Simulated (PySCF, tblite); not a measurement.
**C5H4N2S+ (doublet): geometry, infrared bands and EPR parameters**

What infrared bands and EPR parameters should C5H4N2S+ (doublet) (`[CH+]=[C]c1nsc(C)n1`) show?

Programs: tblite 0.8.0 and PySCF 2.14.0, with density-fitted response routines of our own. Each step states its level of theory. These are calculated values for one molecule in the gas phase, unless marked as measured. Atoms are numbered from 0 throughout.

## (1) The molecule as given

12 atoms, charge 1, multiplicity 2; geometry from: force field or distance geometry start.

Bonds of the start (Å): C0–C1 1.30, C1–C2 1.48, C2–N3 1.31, N3–S4 1.78, S4–C5 1.76, C5–C6 1.50, C5–N7 1.33, N7–C2 1.32, C0–H8 1.06, C6–H9 1.13, C6–H10 1.11, C6–H11 1.11.

## (2) Optimising the geometry with GFN2-xTB

Job settings and geometry (Å):

```
{"job": {"kind": "relax", "xc": "GFN2-xTB", "basis": "xTB"}, "charge": 1, "multiplicity": 2}
C      3.048600     0.851800    -0.525400
C      2.680800    -0.181000     0.168800
C      1.280500    -0.645800     0.189100
N      0.947500    -1.902300     0.000800
S     -0.816400    -2.090100     0.085500
C     -0.939700    -0.351100     0.348000
C     -2.194100     0.455800     0.538400
N      0.273300     0.186800     0.370900
H      3.258700     1.705000    -1.118800
H     -3.076100    -0.196000     0.266600
H     -2.167900     1.321900    -0.161200
H     -2.294100     0.844300     1.575900
```

Run with:

```sh
> OMP_NUM_THREADS=1 python probes_run.py task.json out
```

The driver reads the jobs from task.json and runs them one after another.

**Question.** This job is followed by: GFN2-xTB harmonic vibrations, gas phase; UKS B3LYP, pcH-1 on C H N S, non-relativistic, mean-field spin-orbit, GIAO. What will the session give for the following? strongest single infrared mode (GFN2-xTB); zero-point energy (GFN2-xTB); g(iso) (B3LYP); ⟨S²⟩; largest a(iso) (averaged by class).

The runs gave:

| quantity | value |
| --- | --- |
| strongest single infrared mode (GFN2-xTB) | 2181 cm⁻¹, 430 km/mol |
| zero-point energy (GFN2-xTB) | 47.8 kcal/mol |
| g(iso) (B3LYP) | 2.00608 |
| ⟨S²⟩ | 0.761 (exact 0.75) |
| largest a(iso) (averaged by class) | 1H on H8, -28.2 MHz |

What this shows: The optimisation took 109 steps and gained 1.921 eV; among the close pairs (by a distance rule), N3–S4 changed most, from 1.776 to 1.561 Å. All 30 modes are real, so the xTB geometry is a minimum. The strongest single mode, at 2181 cm⁻¹, moves mainly C1. GFN2-xTB is a fitted tight-binding method: band positions and strengths are rough. Its intensities can rank the bands wrongly. The largest spin populations lie on C0 (0.34 e), S4 (0.33 e). The isotropic g lies 3.8 ppt above the free-electron value. The conformer search found further structures of the same energy, which may be mirror or relabelled copies of this one.
